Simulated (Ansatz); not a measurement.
I need a rigid scan of one bond angle of CH₃NOTe, SMILES N=C(O)[TeH]. Use the Ansatz DFT code, driven from Python. Settings (for the species named): Hartree-Fock, def2-SVP basis, multiplicity 1.

```yaml
atoms:
  - { symbol: N, position_ang: [0.6126, -1.1707, -0.3900] }
  - { symbol: C, position_ang: [-0.0200, -0.1770, 0.2526] }
  - { symbol: O, position_ang: [0.4964, 0.2896, 1.4325] }
  - { symbol: Te, position_ang: [-1.7296, 0.7059, -0.4824] }
  - { symbol: H, position_ang: [0.1677, -1.4889, -1.3162] }
  - { symbol: H, position_ang: [1.3831, -0.0937, 1.8181] }
  - { symbol: H, position_ang: [-0.8489, 1.8667, -1.3604] }
```

`run_bend.py`:
```python
# -*- coding: utf-8 -*-
"""Bending curve of CH3NOTe."""

import ansatz as az
from ase import Atoms

atoms = Atoms(["N", "C", "O", "Te", "H", "H", "H"], positions=[
    (0.6126, -1.1707, -0.39),
    (-0.02, -0.177, 0.2526),
    (0.4964, 0.2896, 1.4325),
    (-1.7296, 0.7059, -0.4824),
    (0.1677, -1.4889, -1.3162),
    (1.3831, -0.0937, 1.8181),
    (-0.8489, 1.8667, -1.3604),
])

# start the scan from a relaxed geometry
first = (
    az.Crystal.molecule_from_ase(atoms).calculation()
    .basis(gaussian="def2-SVP")  # the orbital basis, by name
    .functional("hf")
    .relax(force_tolerance=0.02, max_steps=80)  # relax until the tolerances are met
)
atoms.positions = first.run().report["positions_ang"]

rows = []
for angle in [85, 95, 105, 115, 125, 140, 160]:
    bent = atoms.copy()
    bent.set_angle(1, 3, 6, angle, indices=[6])
    calculation = (
        az.Crystal.molecule_from_ase(bent).calculation()
        .basis(gaussian="def2-SVP")
        .functional("hf")
    )
    rows.append((angle, calculation.run().report["free_energy_ev"]))
floor = min(e for _, e in rows)
for angle, e in rows:
    print(f"angle C1-Te3-H6 = {angle:3d} deg   {1000 * (e - floor):9.1f} meV")
```

Output of `python run_bend.py`:
```text
angle C1-Te3-H6 =  85 deg        63.6 meV
angle C1-Te3-H6 =  95 deg         0.0 meV
angle C1-Te3-H6 = 105 deg        88.9 meV
angle C1-Te3-H6 = 115 deg       314.1 meV
angle C1-Te3-H6 = 125 deg       664.3 meV
angle C1-Te3-H6 = 140 deg      1400.2 meV
angle C1-Te3-H6 = 160 deg      2704.1 meV
```

Notes:
- The scan is rigid, and the energies are electronic, in a modest basis. The zero is the lowest point of the grid, which needn't be the minimum.
- def2 sets replace the cores of elements past krypton by effective core potentials.
- The whole script took 52 s on 1 thread of Arm Neoverse V2, with other jobs on the host, peak memory 0.24 GiB.

(A comment or docstring line of the script was reworded after the run, the code is as it ran.)
